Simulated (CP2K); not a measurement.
# HPbNO4 in CP2K: the effect of functional

The system is HPbNO4.

```
CELL_PARAMETERS angstrom
3.85778 0.00000 0.00000
-0.04303 5.53506 0.00000
-0.41973 -1.73538 5.78618
ATOMIC_POSITIONS crystal
H 0.10913 0.65718 0.54463
Pb 0.61029 0.52127 0.15100
N 0.91580 0.96263 0.95867
O 0.01384 0.13639 0.88084
O 0.72398 0.01057 0.12858
O 0.00389 0.73732 0.87043
O 0.11927 0.59324 0.37651
```

The cell was built by a generator and needn't be a form met in nature.

Alike in all runs:

- Program: CP2K 2026.2
- Task: band structure
- Potentials or basis: POTENTIAL_UZH H GTH-PBE-q1, Pb GTH-PBE-q4, N GTH-PBE-q5, O GTH-PBE-q6; TZVP-MOLOPT-PBE-GTH basis
- Density cutoff: 13606 eV
- k mesh: 7 × 5 × 5
- Occupations: fermi-dirac, width 0.05 eV
- Spin: no spin polarisation

| functional | gap on the mesh (eV) |
| --- | --- |
| LDA | ? |
| PBEsol | 3.08 |
| RPBE | 3.17 |
| r2SCAN | 3.44 |
| TB-mBJ | 3.54 |
| SCAN | 3.41 |
| vdW-DF-cx | 3.13 |

What does the run with functional LDA give?

gap on the mesh 3.02 eV.

Caveats: spin-orbit coupling is left out, which as a rule narrows the gap of such compounds by several tenths of an eV; the basis of atomic orbitals isn't converged, which shifts pressures, moduli and gaps; this is a model potential without an energy functional, so only levels have meaning (some runs).

A k mesh can miss the band edges.
